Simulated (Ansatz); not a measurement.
# GaHBrO (SMILES [OH][Ga][Br]): UHF/3-21G

Aim: the electronic atomisation energy of GaHBrO at UHF/3-21G, from 5 runs. 

Program for the calculation: Ansatz 0.2.0.

30 further runs of the same task are left out: 30 set aside as unsound or not needed. Runs told in other sessions of the task aren't counted.

**1. The structure to begin with**

The species is GaHBrO (4 atoms), meant as a doublet with charge 0. SMILES: `[OH][Ga][Br]`. The coordinates come from a PBE0-D4/def2-TZVP relaxation.

Bond lengths: O1–Ga2 1.795 Å, Ga2–Br3 2.313 Å, O1–H4 0.961 Å. Angles: O1–Ga2–Br3 116.0°, Ga2–O1–H4 114.2°.

**2. A single-point energy at UHF/3-21G**

in.yaml reads:

```yaml
crystal:
  periodic: [false, false, false]
  atoms:
    - symbol: O
      position_ang: [-0.945400, 0.045500, -0.527800]
    - symbol: Ga
      position_ang: [0.607600, 0.441600, 0.280200]
    - symbol: Br
      position_ang: [1.823300, -1.358700, 1.075700]
    - symbol: H
      position_ang: [-1.429900, 0.811300, -0.848400]
basis:
  gaussian:
    orbitals: 3-21G-spherical.json
accuracy: high
output: {orbitals: {seedname: orbitals}}
magnetization:
  spin_polarized: true
  initial_magnetization: 1
hamiltonian:
  xc: hf
```

The basis set 3-21G is read from a file made from the Basis Set Exchange's data (not shown).

Command:

```
$ ansatz run in.yaml --threads 1 --pin off --max-ram 2610MiB --events-out events.jsonl --progress --plain --runs-dir runs
```

Log:

```text
Warning: RAYON_NUM_THREADS=1 ignored (pool sized by the plan → 1); use --threads N
Functional definition: HF
  name "HF"
  exchange = exact_x
  correlation = 0
843 factors; integrals over basis functions are off by at most 1.1e-8 eV
mean field evaluation 1: about -123781.0901 eV, gradient 2.5e1 eV
mean field evaluation 2: about -123781.2174 eV, gradient 2.5e1 eV
mean field evaluation 4: about -123784.0840 eV, gradient 1.8e0 eV
mean field evaluation 8: about -123784.1652 eV, gradient 3.3e-1 eV
mean field evaluation 16: about -123784.1690 eV, gradient 1.5e-5 eV
mean field -123784.16902304 eV, -4548.9843076734 hartree, gradient 4.1e-8 eV, S^2 0.757534; 0 other end points of the search recorded, 0 dependent functions left out
reference -123784.16902304 eV, -4548.9843076734 hartree; 38, 37 occupied and 17, 18 virtual orbitals, 843 factors
Total energy: -123784.16902304 eV, -4548.9843076734 hartree
```

It took 1.7 s on 1 thread of Arm Neoverse V1, shared host; peak memory 0.2 GiB.

**3. The Br atom**

in.yaml reads:

```yaml
crystal:
  periodic: [false, false, false]
  atoms:
    - {symbol: Br, position_ang: [0.000000, 0.000000, 0.000000]}
basis:
  gaussian:
    orbitals: 3-21G-spherical.json
magnetization:
  spin_polarized: true
  initial_magnetization: 1
hamiltonian:
  xc: hf
accuracy: high
```

The basis set 3-21G is read from a file made from the Basis Set Exchange's data (not shown).

Run the same way, it converges to -2560.03523 Eh (log not shown).

**4. The Ga atom at the same level**

molecule.yaml reads:

```yaml
crystal:
  periodic: [false, false, false]
  atoms:
    - {symbol: Ga, position_ang: [0.000000, 0.000000, 0.000000]}
basis:
  gaussian:
    orbitals: 3-21G-spherical.json
magnetization:
  spin_polarized: true
  initial_magnetization: 1
hamiltonian:
  xc: hf
accuracy: high
```

The basis set 3-21G is read from a file made from the Basis Set Exchange's data (not shown).

Run the same way, it converges to -1913.79018 Eh (log not shown).

**5. The H atom**

run.yaml reads:

```yaml
crystal:
  periodic: [false, false, false]
  atoms:
    - {symbol: H, position_ang: [0.000000, 0.000000, 0.000000]}
basis:
  gaussian: {orbitals: 3-21G.json}
magnetization: {spin_polarized: true, initial_magnetization: 1}
hamiltonian: {xc: hf}
accuracy: high
```

The basis set 3-21G is read from a file made from the Basis Set Exchange's data (not shown).

Run the same way, it converges to -0.49620 Eh (log not shown).

**6. The O atom**

in.yaml reads:

```yaml
crystal:
  periodic: [false, false, false]
  atoms:
    - {symbol: O, position_ang: [0.000000, 0.000000, 0.000000]}
basis:
  gaussian:
    orbitals: 3-21G.json
magnetization:
  spin_polarized: true
  initial_magnetization: 2
hamiltonian:
  xc: hf
accuracy: high
```

The basis set 3-21G is read from a file made from the Basis Set Exchange's data (not shown).

Command:

```
$ ansatz run in.yaml --threads 1 --pin off --max-ram 2610MiB --events-out events.jsonl --progress --plain --runs-dir runs
```

Log:

```text
Warning: RAYON_NUM_THREADS=1 ignored (pool sized by the plan → 1); use --threads N
[... 4 set-up lines as earlier in the session ...]
42 factors; integrals over basis functions are off by at most 1.4e-9 eV
mean field evaluation 1: about -2024.2447 eV, gradient 5.2e0 eV
mean field evaluation 2: about -2024.2456 eV, gradient 5.2e0 eV
mean field evaluation 4: about -2024.3533 eV, gradient 4.5e-1 eV
mean field evaluation 8: about -2024.3545 eV, gradient 8.4e-7 eV
mean field evaluation 16: about -2024.3543 eV, gradient 2.2e-1 eV
mean field -2024.35454065 eV, -74.3936572123 hartree, gradient 1.5e-8 eV, S^2 2.001100; 0 other end points of the search recorded, 0 dependent functions left out
reference -2024.35454065 eV, -74.3936572123 hartree; 5, 3 occupied and 4, 6 virtual orbitals, 42 factors
Total energy: -2024.35454065 eV, -74.3936572123 hartree
```

It took 0.04 s on 1 thread of Arm Neoverse V1, shared host.

**7. Results**

Level: UHF/3-21G.

| quantity | value |
| --- | --- |
| molecule: total energy | -4548.98431 Eh |
| molecule: HOMO energy (highest over α and β) | -8.92 eV |
| molecule: LUMO energy (lowest over α and β) | -0.17 eV |
| molecule: ⟨S²⟩ | 0.758 |
| Br atom: total energy | -2560.03523 Eh |
| Br atom: ⟨S²⟩ | 0.750 |
| Ga atom: total energy | -1913.79018 Eh |
| Ga atom: ⟨S²⟩ | 0.750 |
| H atom: total energy | -0.49620 Eh |
| H atom: ⟨S²⟩ | 0.750 |
| O atom: total energy | -74.39366 Eh |
| O atom: ⟨S²⟩ | 2.001 |
| electronic atomisation energy | 7.321 eV |

What this shows: Taking the molecule apart into free atoms costs 7.32 eV (706 kJ/mol), before zero-point energy and without spin-orbit coupling. Hartree–Fock lacks the correlation of the bonding pairs, which as a rule makes this value much too low; in minimal bases other errors can mask that. The basis has no polarisation functions, which makes bonds too weak.
